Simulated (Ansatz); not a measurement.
# C3H4F4O: up Jacob's ladder to CCSD(T)

The task here is to estimate one member of a computed series from the others.

Computed with Ansatz 0.2.0, Gaussian basis. Level: functionals in def2-TZVPP, the program's frozen cores in correlated methods.

Levels to be run: PBE-D4, r2SCAN-D4, PBE0-D4, B3LYP-D4, ωB97X-V, ωB97M-V, B2PLYP; CCSD(T)/def2-TZVPP; MP2/def2-QZVPP; extrapolation to the limit.

### Structure used throughout

The geometry comes from an earlier relaxation with PBE0-D4 in a triple-zeta def2 set; it is a stationary point, not always the lowest conformer.

SMILES `FCCOC(F)(F)F`, 12 atoms, charge 0, spin multiplicity 1.

Atoms are counted from 1 here; the program's logs count them from 0.

Bond lengths: F1–C2 1.378 Å, C2–C3 1.513 Å, C2–H9 1.092 Å, C2–H10 1.093 Å, C3–O4 1.430 Å, C3–H11 1.092 Å, C3–H12 1.090 Å, O4–C5 1.336 Å, C5–F6 1.321 Å, C5–F7 1.343 Å, C5–F8 1.339 Å. Angles: F1–C2–C3 108.1°, F1–C2–H9 108.7°, F1–C2–H10 108.8°, C3–C2–H9 111.3°, C3–C2–H10 110.5°, H9–C2–H10 109.4°, C2–C3–O4 109.2°, C2–C3–H11 111.1°, C2–C3–H12 110.2°, O4–C3–H11 111.1°, O4–C3–H12 106.7°, H11–C3–H12 108.5°, C3–O4–C5 116.4°, O4–C5–F6 108.3°, O4–C5–F7 112.6°, O4–C5–F8 112.6°, F6–C5–F7 108.4°, F6–C5–F8 108.4° and more.

The first run:

in.yaml reads:

```yaml
crystal:
  periodic: [false, false, false]
  atoms:
    - {symbol: F, position_ang: [-2.406821, 1.275016, -0.084434]}
    - {symbol: C, position_ang: [-1.134548, 0.983520, -0.527158]}
    - {symbol: C, position_ang: [-0.736248, -0.360429, 0.042031]}
    - {symbol: O, position_ang: [0.522801, -0.751429, -0.511685]}
    - {symbol: C, position_ang: [1.585509, -0.635409, 0.290320]}
    - {symbol: F, position_ang: [2.662415, -0.971562, -0.396309]}
    - {symbol: F, position_ang: [1.750255, 0.615157, 0.752305]}
    - {symbol: F, position_ang: [1.505961, -1.427380, 1.367666]}
    - {symbol: H, position_ang: [-0.457772, 1.773225, -0.192690]}
    - {symbol: H, position_ang: [-1.141455, 0.948961, -1.619849]}
    - {symbol: H, position_ang: [-0.691972, -0.326967, 1.132202]}
    - {symbol: H, position_ang: [-1.458116, -1.122714, -0.252398]}
basis:
  gaussian: {orbitals: def2-TZVPP}
hamiltonian: {xc: pbe, dispersion: d4}
output: {forces: true, orbitals: {seedname: orbitals}}
```

Started as:

```console
ansatz run in.yaml --threads 2 --pin off --events-out ev --progress --plain --max-ram 22528MiB --backend cuda --devices 0, --max-vram 18GiB
```

Among the steps run: PBE-D4 (GGA); r2SCAN-D4 (meta-GGA); PBE0-D4 (hybrid); B3LYP-D4 (hybrid); ωB97X-V (range-separated); ωB97M-V (range-separated); B2PLYP (double hybrid); CCSD(T) in def2-TZVPP; MP2 in def2-QZVPP.

One of the session's tables, all rows but one given; the rest of the session is left out.

```
            method  atomisation energy (kcal/mol)
            PBE-D4                         1202.5
         r2SCAN-D4                         1164.0
           PBE0-D4                         1163.4
          B3LYP-D4                         1149.6
           ωB97X-V                         1161.6
           ωB97M-V                         1162.0
            B2PLYP                         1142.6
     HF/def2-TZVPP                              ?
    MP2/def2-TZVPP                         1167.0
   CCSD/def2-TZVPP                         1102.7
CCSD(T)/def2-TZVPP                         1125.1
           MP2/CBS                         1198.2
       CCSD(T)/CBS                         1156.2
```

**Question.** Estimate the row for HF/def2-TZVPP.

The run gave: atomisation energy (kcal/mol): 801.9. In the column «atomisation energy (kcal/mol)» it is the lowest.

Caveats from the session: Free atoms (4 F, 3 C, 1 O, 4 H) were run apart at each level; the atomisation energy is their sum less the molecule, without zero-point or spin-orbit terms.
